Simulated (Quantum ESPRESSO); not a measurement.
# Ir in Quantum ESPRESSO: notebook

The runs below take Ir through work function, with PBE.

All numbers are computed with Quantum ESPRESSO 7.5; they aren't measurements. Logs are shortened: lines on timing, memory, paths and dates and some standing lists are left out, and cuts for length are marked.

**1. Starting point**

The cell holds a sheet with vacuum, 1 atom: a = 2.452 Å, b = 2.452 Å, c = 23.800 Å, α = 90.00°, β = 90.00°, γ = 90.00°.

The cell was built by a generator and needn't be a form met in nature.

**2. Work function, PBE**

The input, pw.in:

```
&CONTROL
  calculation = 'scf'
  prefix = 'pwscf'
  outdir = './tmp'
  pseudo_dir = './pseudo'
  tprnfor = .true.
  disk_io = 'low'
/
&SYSTEM
  ibrav = 0
  celldm(1) = 8
  nat = 1
  ntyp = 1
  ecutwfc = 68
  nbnd = 15
  occupations = 'smearing'
  smearing = 'fd'
  degauss = 0.00367493
/
&ELECTRONS
  conv_thr = 1d-09
  electron_maxstep = 150
  mixing_beta = 0.3
  mixing_mode = 'local-TF'
/
ATOMIC_SPECIES
Ir   192.2170 Ir.upf
CELL_PARAMETERS alat
  0.5791632626753  -0.0000000000000   0.0000000000000
 -0.0000000000000   0.5791632626753   0.0000000000000
  0.0000000000000   0.0000000000000   5.6219352207617
ATOMIC_POSITIONS crystal
Ir     0.0000000000    0.0000000000    0.2941200000
K_POINTS automatic
11 11 1 0 0 0
```

The input, pp_density.in:

```
&INPUTPP
  prefix = 'pwscf'
  outdir = './tmp'
  filplot = 'density.dat'
  plot_num = 0
/
&PLOT
  nfile = 1
  filepp(1) = 'density.dat'
  iflag = 3
  output_format = 6
  fileout = 'density.cube'
/
```

The input, pp_potential.in:

```
&INPUTPP
  prefix = 'pwscf'
  outdir = './tmp'
  filplot = 'potential.dat'
  plot_num = 11
/
&PLOT
  nfile = 1
  filepp(1) = 'potential.dat'
  iflag = 3
  output_format = 6
  fileout = 'potential.cube'
/
```

The input, pp_elf.in:

```
&INPUTPP
  prefix = 'pwscf'
  outdir = './tmp'
  filplot = 'elf.dat'
  plot_num = 8
/
&PLOT
  nfile = 1
  filepp(1) = 'elf.dat'
  iflag = 3
  output_format = 6
  fileout = 'elf.cube'
/
```

Potentials or basis: Ansatz NC SR PBE.

The run is started by

```bash
$ OMP_NUM_THREADS=1 mpirun -n 2 pw.x -nk 2 -in pw.in > pw.out
$ OMP_NUM_THREADS=1 mpirun -n 1 pp.x -in pp_density.in > pp_density.out
$ OMP_NUM_THREADS=1 mpirun -n 1 pp.x -in pp_potential.in > pp_potential.out
$ OMP_NUM_THREADS=1 mpirun -n 1 pp.x -in pp_elf.in > pp_elf.out
```

pw.out:

```text
[... set-up lines left out ...]
     Self-consistent Calculation

     iteration #  1     ecut=    68.00 Ry     beta= 0.30
     Davidson diagonalization with overlap
     ethr =  1.00E-02,  avg # of iterations =  7.8

     Threshold (ethr) on eigenvalues was too large:
     Diagonalizing with lowered threshold

     Davidson diagonalization with overlap
     ethr =  4.67E-05,  avg # of iterations =  7.2

     negative rho (up, down):  8.453E-08 0.000E+00

     total energy              =    -263.87070961 Ry
     estimated scf accuracy    <       0.00816209 Ry

     iteration #  2     ecut=    68.00 Ry     beta= 0.30
     Davidson diagonalization with overlap
     ethr =  4.80E-05,  avg # of iterations =  1.0

     total energy              =    -263.86944519 Ry
     estimated scf accuracy    <       0.00517718 Ry

     iteration #  3     ecut=    68.00 Ry     beta= 0.30
     Davidson diagonalization with overlap
     ethr =  3.05E-05,  avg # of iterations =  3.1

     total energy              =    -263.86936970 Ry
     estimated scf accuracy    <       0.00109491 Ry

     iteration #  4     ecut=    68.00 Ry     beta= 0.30
     Davidson diagonalization with overlap
     ethr =  6.44E-06,  avg # of iterations =  6.1

     total energy              =    -263.86937409 Ry
     estimated scf accuracy    <       0.00037179 Ry

     iteration #  5     ecut=    68.00 Ry     beta= 0.30
     Davidson diagonalization with overlap
     ethr =  2.19E-06,  avg # of iterations =  1.9

     total energy              =    -263.86928140 Ry
     estimated scf accuracy    <       0.00025048 Ry

     iteration #  6     ecut=    68.00 Ry     beta= 0.30
     Davidson diagonalization with overlap
     ethr =  1.47E-06,  avg # of iterations =  6.1

     negative rho (up, down):  8.769E-06 0.000E+00

     total energy              =    -263.86928074 Ry
     estimated scf accuracy    <       0.00012078 Ry

     iteration #  7     ecut=    68.00 Ry     beta= 0.30
     Davidson diagonalization with overlap
     ethr =  7.10E-07,  avg # of iterations =  6.1

     negative rho (up, down):  1.800E-03 0.000E+00

     total energy              =    -263.86930842 Ry
     estimated scf accuracy    <       0.00007789 Ry

     iteration #  8     ecut=    68.00 Ry     beta= 0.30
     Davidson diagonalization with overlap
     ethr =  4.58E-07,  avg # of iterations =  6.5

     negative rho (up, down):  1.507E-03 0.000E+00

     total energy              =    -263.86929779 Ry
     estimated scf accuracy    <       0.00005736 Ry

     iteration #  9     ecut=    68.00 Ry     beta= 0.30
     Davidson diagonalization with overlap
     ethr =  3.37E-07,  avg # of iterations =  5.6

     negative rho (up, down):  1.535E-03 0.000E+00

     total energy              =    -263.86931287 Ry
     estimated scf accuracy    <       0.00003636 Ry

     iteration # 10     ecut=    68.00 Ry     beta= 0.30
     Davidson diagonalization with overlap
     ethr =  2.14E-07,  avg # of iterations =  1.7

     negative rho (up, down):  5.187E-04 0.000E+00

     total energy              =    -263.86929940 Ry
     estimated scf accuracy    <       0.00002325 Ry

     iteration # 11     ecut=    68.00 Ry     beta= 0.30
     Davidson diagonalization with overlap
     ethr =  1.37E-07,  avg # of iterations =  6.0

     negative rho (up, down):  4.055E-04 0.000E+00

     total energy              =    -263.86930307 Ry
     estimated scf accuracy    <       0.00000077 Ry

     iteration # 12     ecut=    68.00 Ry     beta= 0.30
     Davidson diagonalization with overlap
     ethr =  4.55E-09,  avg # of iterations =  2.4

     negative rho (up, down):  1.871E-05 0.000E+00

     total energy              =    -263.86930238 Ry
     estimated scf accuracy    <       0.00000023 Ry

     iteration # 13     ecut=    68.00 Ry     beta= 0.30
     Davidson diagonalization with overlap
     ethr =  1.36E-09,  avg # of iterations =  5.7

     negative rho (up, down):  1.126E-05 0.000E+00

     total energy              =    -263.86930240 Ry
     estimated scf accuracy    <          4.5E-09 Ry

     iteration # 14     ecut=    68.00 Ry     beta= 0.30
     Davidson diagonalization with overlap
     ethr =  2.66E-11,  avg # of iterations =  2.1

     End of self-consistent calculation

          k = 0.0000 0.0000 0.0000 (  9063 PWs)   bands (ev):

   -95.0333 -51.5541 -51.4267 -51.4267 -10.6971  -9.2781  -5.4686  -2.1983
    -2.1983  -1.7149  -0.7437   2.7440   3.0854   3.1602   3.9813

          k = 0.0000 0.1570 0.0000 (  9100 PWs)   bands (ev):

   -95.0265 -51.5444 -51.5214 -51.4189 -10.3771  -8.9964  -5.3563  -3.2917
    -2.1591  -1.0764  -0.7592   2.9437   3.3099   3.3626   4.2148

          k = 0.0000 0.3139 0.0000 (  9130 PWs)   bands (ev):

   -95.0084 -51.7711 -51.5186 -51.3977  -9.7668  -7.8922  -5.0352  -4.6283
    -2.0523  -1.8870   0.3446   3.5412   3.9612   3.9708   4.8870

          k = 0.0000 0.4709 0.0000 (  9110 PWs)   bands (ev):

   -94.9846 -52.0890 -51.4846 -51.3700  -9.2481  -5.8641  -5.8212  -4.5575
    -2.8131  -1.9090   1.5476   4.5286   4.9831   5.0121   5.9517

          k = 0.0000 0.6279 0.0000 (  9116 PWs)   bands (ev):

   -94.9626 -52.3727 -51.4532 -51.3443  -8.8321  -6.7033  -4.0583  -3.5662
    -3.3997  -1.7737   2.9001   5.8883   6.4008   6.4450   6.9188

          k = 0.0000 0.7848 0.0000 (  9128 PWs)   bands (ev):

   -94.9496 -52.5378 -51.4344 -51.3290  -8.5849  -7.1691  -3.9795  -3.6925
    -1.6916  -1.4392   4.1513   5.3022   7.6030   7.9258   8.2242

          k = 0.1570 0.1570 0.0000 (  9123 PWs)   bands (ev):

   -95.0198 -51.5349 -51.5168 -51.5098 -10.0027  -8.7719  -5.2466  -3.5813
    -2.5839  -1.4230  -0.1413   3.1437   3.5343   3.5653   4.4498

          k = 0.1570 0.3139 0.0000 (  9115 PWs)   bands (ev):

   -95.0017 -51.7624 -51.5092 -51.4913  -9.2921  -7.7840  -4.9340  -4.6227
    -2.6615  -2.2456   0.8594   3.7413   4.1734   4.1850   5.1244

          k = 0.1570 0.4709 0.0000 (  9097 PWs)   bands (ev):

   -94.9779 -52.0794 -51.4753 -51.4626  -8.7550  -5.8979  -5.7566  -4.4712
    -3.0478  -2.5113   2.0150   4.7299   5.1871   5.2355   6.1910

          k = 0.1570 0.6279 0.0000 (  9113 PWs)   bands (ev):

   -94.9560 -52.3623 -51.4440 -51.4361  -8.3255  -6.6221  -4.7884  -3.9335
    -2.4373  -2.3426   3.3523   6.0985   6.6085   6.6709   7.2577

          k = 0.1570 0.7848 0.0000 (  9105 PWs)   bands (ev):

   -94.9429 -52.5269 -51.4253 -51.4203  -8.0564  -7.0832  -4.9824  -3.6023
    -2.2370  -0.4907   4.6440   5.4204   7.8245   8.1436   8.4344

          k = 0.3139 0.3139 0.0000 (  9105 PWs)   bands (ev):

   -94.9837 -51.7482 -51.7287 -51.4837  -8.1518  -7.2980  -4.8180  -4.6573
    -3.5213  -3.0269   1.8197   4.3399   4.7835   4.8347   5.8033

          k = 0.3139 0.4709 0.0000 (  9126 PWs)   bands (ev):

   -94.9600 -52.0535 -51.7069 -51.4502  -7.4964  -5.9629  -5.6011  -4.2727
    -3.6724  -3.3406   2.9680   5.3305   5.8000   5.8850   6.8740

          k = 0.3139 0.6279 0.0000 (  9160 PWs)   bands (ev):

   -94.9381 -52.3343 -51.6782 -51.4193  -7.1024  -6.3986  -5.8689  -3.6924
    -3.5214  -1.6035   4.3259   6.7082   7.2250   7.3257   8.0833

          k = 0.3139 0.7848 0.0000 (  9180 PWs)   bands (ev):

   -94.9251 -52.4977 -51.6611 -51.4008  -6.8440  -6.7478  -6.3310  -3.3975
    -3.3563   0.9490   5.7362   5.7563   8.4723   8.7498   9.0615

          k = 0.4709 0.4709 0.0000 (  9193 PWs)   bands (ev):

   -94.9364 -52.0300 -52.0077 -51.4173  -7.1203  -5.5854  -4.9822  -4.5886
    -4.0098  -2.8894   4.1334   6.3227   6.8204   6.9358   7.9487

          k = 0.4709 0.6279 0.0000 (  9183 PWs)   bands (ev):

   -94.9147 -52.2974 -51.9868 -51.3868  -7.6180  -6.0982  -4.6880  -4.3511
    -3.3260  -0.7950   5.5173   7.7009   8.2477   8.3805   9.0575

          k = 0.4709 0.7848 0.0000 (  9178 PWs)   bands (ev):

   -94.9017 -52.4592 -51.9681 -51.3686  -7.9635  -6.5093  -4.5742  -4.2276
    -2.9345   2.2233   6.2523   7.0446   9.5049   9.5299  10.0967

          k = 0.6279 0.6279 0.0000 (  9186 PWs)   bands (ev):

   -94.8931 -52.2693 -52.2566 -51.3568  -8.4836  -5.9154  -5.4529  -3.1294
    -2.0350   0.5692   6.8950   9.0795   9.0872   9.6823   9.8247

          k = 0.6279 0.7848 0.0000 (  9201 PWs)   bands (ev):

   -94.8802 -52.4235 -52.2425 -51.3389  -8.9557  -6.1770  -5.4685  -2.9117
    -1.1332   3.3133   6.6931   8.4204  10.0203  10.8569  11.5266

          k = 0.7848 0.7848 0.0000 (  9204 PWs)   bands (ev):

   -94.8673 -52.4031 -52.4014 -51.3212  -9.4738  -5.9841  -5.9255  -2.6567
     1.0246   4.6056   6.2637   9.3221  10.4171  11.9045  12.3613

     the Fermi energy is    -2.9166 ev

!    total energy              =    -263.86930239 Ry
     estimated scf accuracy    <          8.7E-10 Ry
     smearing contrib. (-TS)   =      -0.00116215 Ry
     internal energy E=F+TS    =    -263.86814024 Ry

     The total energy is F=E-TS. E is the sum of the following terms:
     one-electron contribution =   -1143.86153138 Ry
     hartree contribution      =     567.54449773 Ry
     xc contribution           =     -78.31947617 Ry
     ewald contribution        =     390.76836959 Ry

     convergence has been achieved in  14 iterations

     Forces acting on atoms (cartesian axes, Ry/au):

     atom    1 type  1   force =     0.00000000    0.00000000    0.00000000

     Total force =     0.000000     Total SCF correction =     0.000001

=------------------------------------------------------------------------------=
   JOB DONE.
=------------------------------------------------------------------------------=
```

Wall time 33 s (2 MPI ranks of Arm Neoverse V2, shared host); peak memory 0.3 GiB.

What came out:

- Free energy: -3590.1248 eV
- Band gap on the k mesh: none (metal or under the smearing width)
- Work function of the upper face: 6.05 eV
- Work function of the lower face: 6.05 eV

Levels at points of the mesh, in eV from the Fermi level:
| k point | band 5 | band 6 | band 7 | band 8 | band 9 | band 10 | band 11 | band 12 |
| --- | --- | --- | --- | --- | --- | --- | --- | --- |
| (0.00, 0.00, 0.00) | -7.78 | -6.36 | -2.55 | 0.72 | 0.72 | 1.20 | 2.17 | 5.66 |

The run has no spin-orbit coupling, so splittings on Ir are missing.

**3. Work function, PBE**

pw.in: that of step 2 with these lines changed.

```diff
@@ -13,4 +13,5 @@
   ntyp = 1
-  ecutwfc = 68
-  nbnd = 15
+  ecutwfc = 45
+  ecutrho = 360
+  nbnd = 13
   occupations = 'smearing'
@@ -26,3 +27,3 @@
 ATOMIC_SPECIES
-Ir   192.2170 Ir.upf
+Ir   192.2170 ir_pbe_v1.2.uspp.F.UPF
 CELL_PARAMETERS alat
```

pp_density.in is that of step 2.

pp_potential.in is that of step 2.

Potentials or basis: GBRV 1.5 PBE.

The run is started by

```bash
$ OMP_NUM_THREADS=1 mpirun -n 2 pw.x -nk 2 -in pw.in > pw.out
$ OMP_NUM_THREADS=1 mpirun -n 1 pp.x -in pp_density.in > pp_density.out
$ OMP_NUM_THREADS=1 mpirun -n 1 pp.x -in pp_potential.in > pp_potential.out
```

pw.out:

```text
This program is part of the open-source Quantum ESPRESSO suite
     for quantum simulation of materials; please cite
[... 6 lines left out ...]
     using ibrav=0 with symmetry is DISCOURAGED, use correct ibrav instead

     K-points division:     npool     =       2
     Subspace diagonalization in iterative solution of the eigenvalue problem:
     a serial algorithm will be used

     G-vector sticks info
     --------------------
     sticks:   dense  smooth     PW     G-vecs:    dense   smooth      PW
     Sum         609     301     97               111159    39181    7133

     Using Slab Decomposition

     bravais-lattice index     =            0
     lattice parameter (alat)  =       8.0000  a.u.
     unit-cell volume          =     965.5123 (a.u.)^3
     number of atoms/cell      =            1
     number of atomic types    =            1
     number of electrons       =        15.00
     number of Kohn-Sham states=           13
     kinetic-energy cutoff     =      45.0000  Ry
     charge density cutoff     =     360.0000  Ry
     scf convergence threshold =      1.0E-09
     mixing beta               =       0.3000
     number of iterations used =            8  local-TF  mixing
     Exchange-correlation= SLA  PW   PBE  PBE
                           (   1   4   3   4   0   0   0)

     celldm(1)=   8.000000  celldm(2)=   0.000000  celldm(3)=   0.000000
     celldm(4)=   0.000000  celldm(5)=   0.000000  celldm(6)=   0.000000

[... 35 lines left out ...]
     number of k points=    21  Fermi-Dirac smearing, width (Ry)=  0.0037
                       cart. coord. in units 2pi/alat
        k(    1) = (   0.0000000   0.0000000   0.0000000), wk =   0.0165289
        k(    2) = (   0.0000000   0.1569663   0.0000000), wk =   0.0661157
        k(    3) = (   0.0000000   0.3139325   0.0000000), wk =   0.0661157
        k(    4) = (   0.0000000   0.4708988   0.0000000), wk =   0.0661157
        k(    5) = (   0.0000000   0.6278650   0.0000000), wk =   0.0661157
        k(    6) = (   0.0000000   0.7848313   0.0000000), wk =   0.0661157
[... 13 lines left out ...]
        k(   20) = (   0.6278650   0.7848313   0.0000000), wk =   0.1322314
        k(   21) = (   0.7848313   0.7848313   0.0000000), wk =   0.0661157

     Dense  grid:   111159 G-vectors     FFT dimensions: (  27,  27, 288)

     Smooth grid:    39181 G-vectors     FFT dimensions: (  20,  20, 200)

     Initial potential from superposition of free atoms

     starting charge      14.5000, renormalised to      15.0000

     negative rho (up, down):  3.802E-01 0.000E+00
     Starting wfcs are   12 randomized atomic wfcs +    1 random wfcs

     Self-consistent Calculation

     iteration #  1     ecut=    45.00 Ry     beta= 0.30
     Davidson diagonalization with overlap
     ethr =  1.00E-02,  avg # of iterations =  9.5

     negative rho (up, down):  3.586E-01 0.000E+00
[... 148 lines left out ...]
     iteration # 18     ecut=    45.00 Ry     beta= 0.30
     Davidson diagonalization with overlap
     ethr =  8.52E-12,  avg # of iterations =  2.5

     negative rho (up, down):  3.226E-01 0.000E+00

     End of self-consistent calculation

          k = 0.0000 0.0000 0.0000 (  4781 PWs)   bands (ev):

   -51.6464 -51.5233 -51.5233 -10.7309  -9.3582  -5.5476  -2.3041  -2.3041
    -1.7880   2.6293   2.9639   3.0499   3.8705
[... 98 lines left out ...]
   -52.4973 -52.4955 -51.4142  -9.5518  -6.0732  -6.0150  -2.7483   0.9167
     4.5686   6.2166   8.3209   9.2464  10.3498

     the Fermi energy is    -2.9985 ev

!    total energy              =    -181.62795571 Ry
     estimated scf accuracy    <          7.8E-10 Ry
     smearing contrib. (-TS)   =      -0.00113102 Ry
     internal energy E=F+TS    =    -181.62682469 Ry

     The total energy is F=E-TS. E is the sum of the following terms:
     one-electron contribution =    -869.83297360 Ry
     hartree contribution      =     434.21653921 Ry
     xc contribution           =     -50.24181991 Ry
     ewald contribution        =     304.23142961 Ry

     convergence has been achieved in  18 iterations

     negative rho (up, down):  3.226E-01 0.000E+00

     Forces acting on atoms (cartesian axes, Ry/au):

     atom    1 type  1   force =     0.00000000    0.00000000    0.00000000

     Total force =     0.000000     Total SCF correction =     0.000084

=------------------------------------------------------------------------------=
   JOB DONE.
=------------------------------------------------------------------------------=
```

Wall time 27 s (2 MPI ranks of Arm Neoverse V2, shared host); peak memory 0.62 GiB.

Results:

* Free energy: -2471.1742 eV
* Band gap on the k mesh: none (metal or under the smearing width)
* Work function of the upper face: 6.03 eV
* Work function of the lower face: 6.03 eV

Levels at points of the mesh, in eV from the Fermi level:
```tsv
k point	band 4	band 5	band 6	band 7	band 8	band 9	band 10	band 11
(0.00, 0.00, 0.00)	-7.73	-6.36	-2.55	0.69	0.69	1.21	5.63	5.96
```

[end of part 1 of 2]
